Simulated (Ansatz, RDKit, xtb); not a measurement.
# C5H4F2OS: ranking a sample of isomers, part 2 of 2

Which of a sample of isomers of C5H4F2OS is the most stable in the gas at 298.15 K, and what are its properties? The sample is small against all isomers, and the most stable one of this formula need not be in it.

xtb, Ansatz and PySCF; isolated molecules.

## 10. c372b at MP2/def2-TZVPP

Contents of input.yaml:

```yaml
crystal:
  periodic: [false, false, false]
  atoms:
    - symbol: C
      position_ang: [1.180587, -1.595842, -1.158681]
    - symbol: C
      position_ang: [-0.132873, 0.160713, -0.332569]
    - symbol: C
      position_ang: [-1.458445, 0.578110, 0.000508]
    - symbol: C
      position_ang: [-1.587846, 1.940845, -0.046376]
    - symbol: C
      position_ang: [0.717167, 1.202463, -0.624001]
    - symbol: F
      position_ang: [1.115823, -2.928896, -1.213854]
    - symbol: F
      position_ang: [2.396691, -1.260543, -0.654465]
    - symbol: O
      position_ang: [0.178505, -1.176357, -0.329015]
    - symbol: S
      position_ang: [-0.110289, 2.718588, -0.499348]
    - symbol: H
      position_ang: [1.097677, -1.159755, -2.171622]
    - symbol: H
      position_ang: [-2.255732, -0.119837, 0.254457]
    - symbol: H
      position_ang: [-2.478616, 2.534516, 0.151597]
    - symbol: H
      position_ang: [1.777972, 1.157870, -0.855461]
basis:
  gaussian: {orbitals: def2-TZVPP}
magnetization: {spin_polarized: false, initial_magnetization: 0}
correlation: {method: mp2, frozen_orbitals: {F: 1, H: 0, S: 5, O: 1, C: 1}}
```

On the command line:

```console
$ ansatz run input.yaml --threads 4 --pin off --max-ram 7830MiB --events-out events.jsonl --progress --plain --runs-dir runs
```

Output:

```text
Warning: RAYON_NUM_THREADS=4 ignored (pool sized by the plan → 4); use --threads N
Functional definition: HF
  name "HF"
  exchange = exact_x
  correlation = 0
2167 factors; integrals over basis functions are off by at most 1.1e-3 eV
mean field evaluation 1: about -23480.5443 eV, gradient 4.9e1 eV
mean field evaluation 2: about -23481.1130 eV, gradient 4.9e1 eV
mean field evaluation 4: about -23486.6035 eV, gradient 5.5e0 eV
mean field evaluation 8: about -23486.7241 eV, gradient 5.7e-1 eV
mean field evaluation 16: about -23486.7270 eV, gradient 1.6e-6 eV
mean field -23486.72696202 eV, -863.1212959788 hartree, gradient 1.6e-6 eV, S^2 0.000000; 0 other end points of the search recorded, 0 dependent functions left out; unrestricted orbitals would lower it
13 core orbitals not correlated: weight in the atoms' cores, before any rotation towards them, 1.000 or more for the frozen orbitals, at most 0.000 for the correlated occupied ones
reference -23486.72696202 eV, -863.1212959788 hartree; 25, 25 occupied and 308, 308 virtual orbitals, 2167 factors
second order -45.99159596 eV of doubles, -0.00000000 eV of singles
Total energy: -23532.71855797 eV, -864.8114559560 hartree
```

Run time: 13 s. Hardware: 4 threads of Arm Neoverse V1, shared host; peak memory 1.3 GiB.

## 11. c199a at CCSD(T)/def2-SVP

Contents of input.yaml:

```yaml
crystal:
  periodic: [false, false, false]
  atoms:
    - {symbol: C, position_ang: [-0.531499, 0.864882, -1.613138]}
    - {symbol: C, position_ang: [1.199013, 1.245022, -0.083283]}
    - {symbol: C, position_ang: [0.752008, 0.523757, 0.995054]}
    - {symbol: C, position_ang: [1.812923, 0.325414, 1.931326]}
    - {symbol: C, position_ang: [3.010564, 0.880993, 1.581281]}
    - {symbol: F, position_ang: [-1.613949, 1.025003, -0.788140]}
    - {symbol: F, position_ang: [1.618025, -0.344229, 3.069220]}
    - {symbol: O, position_ang: [0.538085, 1.647093, -1.196284]}
    - {symbol: S, position_ang: [2.884854, 1.674806, 0.036771]}
    - {symbol: H, position_ang: [-0.800040, 1.218518, -2.619317]}
    - {symbol: H, position_ang: [-0.256887, -0.205385, -1.607379]}
    - {symbol: H, position_ang: [-0.271469, 0.184884, 1.139100]}
    - {symbol: H, position_ang: [3.940310, 0.878846, 2.144388]}
basis:
  gaussian: {orbitals: def2-SVP}
correlation: {method: ccsd_t, frozen_orbitals: {F: 1, H: 0, S: 5, O: 1, C: 1}}
```

On the command line:

```console
$ ansatz run input.yaml --threads 4 --pin off --max-ram 7830MiB --events-out events.jsonl --progress --plain --runs-dir runs
```

Output (excerpt; [...] marks lines left out):

```text
Warning: RAYON_NUM_THREADS=4 ignored (pool sized by the plan → 4); use --threads N
[... 2 set-up lines as earlier in the session ...]
[...]
1485 factors; integrals over basis functions are off by at most 1.2e-3 eV
[...]
mean field -23467.02559482 eV, -862.3972840884 hartree, gradient 1.2e-6 eV, S^2 0.000000; 0 other end points of the search recorded, 0 dependent functions left out; unrestricted orbitals would lower it
13 core orbitals not correlated: weight in the atoms' cores, before any rotation towards them, 1.000 or more for the frozen orbitals, at most 0.000 for the correlated occupied ones
reference -23467.02559482 eV, -862.3972840884 hartree; 25, 25 occupied and 112, 112 virtual orbitals, 1485 factors
second order -36.12519630 eV of doubles, -0.00000000 eV of singles
cycle   1  -36.17056370 eV  change   -4.5e-2 eV  update   1.4e-1
[...]
cycle  10  -37.30009446 eV  change   -2.5e-5 eV  update   2.0e-5
perturbative correction -1.26789398 eV, -0.0465942445 hartree
Total energy: -23505.59358327 eV, -863.8146315216 hartree
```

It took 53 s on 4 threads of Arm Neoverse V1, shared host; peak memory 1.5 GiB.

For c372b, c199a, c911c the log finds that unrestricted Hartree-Fock orbitals lie lower, a sign to watch the closed-shell reference there.

## 12. The ranking

Energies in kcal/mol from c372b; G adds the thermal terms to the CCSD(T)/def2-SVP + MP2/def2-TZVPP - MP2/def2-SVP energy. The columns left of the relaxed level are at the tight-binding geometries.

| label | SMILES | spin | GFN2-xTB | HF/STO-3G | r2SCAN-D4/def2-SVP | B3LYP-D3(BJ)/def2-SVP | HF/def2-SVP | MP2/def2-SVP | CCSD(T)/def2-SVP + MP2/def2-TZVPP - MP2/def2-SVP | G | share at equilibrium | T1 |
| --- | --- | --- | --- | --- | --- | --- | --- | --- | --- | --- | --- | --- |
| c372b | FC(F)Oc1ccsc1 | singlet | 0.0 | 0.0 | 0.0 | 0.0 | 0.0 | 0.0 | 0.0 | 0.0 | 100.0 % | 0.013 |
| c199a | FCOc1cc(F)cs1 | singlet | 5.3 | 3.8 | 15.8 | 14.7 | 17.4 | 17.9 | 16.2 | 16.1 | < 0.1 % | 0.013 |
| c911c | FCSc1ccoc1F | singlet | 10.9 | 3.7 | 22.9 | 20.7 | 23.2 | 23.8 | 23.3 | 23.0 | < 0.1 % | 0.013 |

Lowest found: c372b, `FC(F)Oc1ccsc1`, a singlet. Bond lengths: C2–C3 1.429 Å, C3–C4 1.370 Å, C2–C5 1.376 Å, C1–F6 1.336 Å, C1–F7 1.359 Å, C1–O8 1.367 Å, C2–O8 1.373 Å, C4–S9 1.730 Å, C5–S9 1.732 Å, C1–H10 1.106 Å, C3–H11 1.090 Å, C4–H12 1.089 Å, C5–H13 1.087 Å. Some angles: C2–C3–C4 111.7°, C3–C2–C5 113.7°, C3–C2–O8 119.6°, C5–C2–O8 126.7°, C3–C4–S9 112.1°, C2–C5–S9 110.6°, F6–C1–F7 107.8°, F6–C1–O8 107.2°, F7–C1–O8 110.8°, C1–O8–C2 117.6°.

```xyz
13

C     1.1806   -1.5958   -1.1587
C    -0.1329    0.1607   -0.3326
C    -1.4584    0.5781    0.0005
C    -1.5878    1.9408   -0.0464
C     0.7172    1.2025   -0.6240
F     1.1158   -2.9289   -1.2139
F     2.3967   -1.2605   -0.6545
O     0.1785   -1.1764   -0.3290
S    -0.1103    2.7186   -0.4993
H     1.0977   -1.1598   -2.1716
H    -2.2557   -0.1198    0.2545
H    -2.4786    2.5345    0.1516
H     1.7780    1.1579   -0.8555
```

## 13. Results

The summary covers parts 1 to 2.

| quantity | value |
| --- | --- |
| lowest structure found | FC(F)Oc1ccsc1, singlet |
| next finalist | FCOc1cc(F)cs1, singlet, 16.1 kcal/mol higher in G |
| share at equilibrium, among the finalists | 100.0 % |
| funnel | 15 starts, 15 minima at GFN2-xTB, 9 screening runs, 3 relaxed, 3 ranked |
| CPU time of all runs | 21 min |

**Reading.** `FC(F)Oc1ccsc1` comes out lowest. The margin of 16.1 kcal/mol over the next finalist is beyond the usual error of the last level; it says nothing of structures that weren't ranked. GFN2-xTB, HF/STO-3G, r2SCAN-D4/def2-SVP, B3LYP-D3(BJ)/def2-SVP, HF/def2-SVP and MP2/def2-SVP already put its bonding pattern lowest among the structures in one piece. The largest share of the time went into the final energies (63 %). 2 minima inside the window were never screened. The search is not exhaustive (a finite list of starts, one conformer a finalist), so a lower isomer can't be ruled out. Only 6 drawn patterns were tried, so whole families of isomers are missing, and the result ranks this sample alone. The lowest isomer need not be the one that is made and kept in a bottle, which depends on barriers.
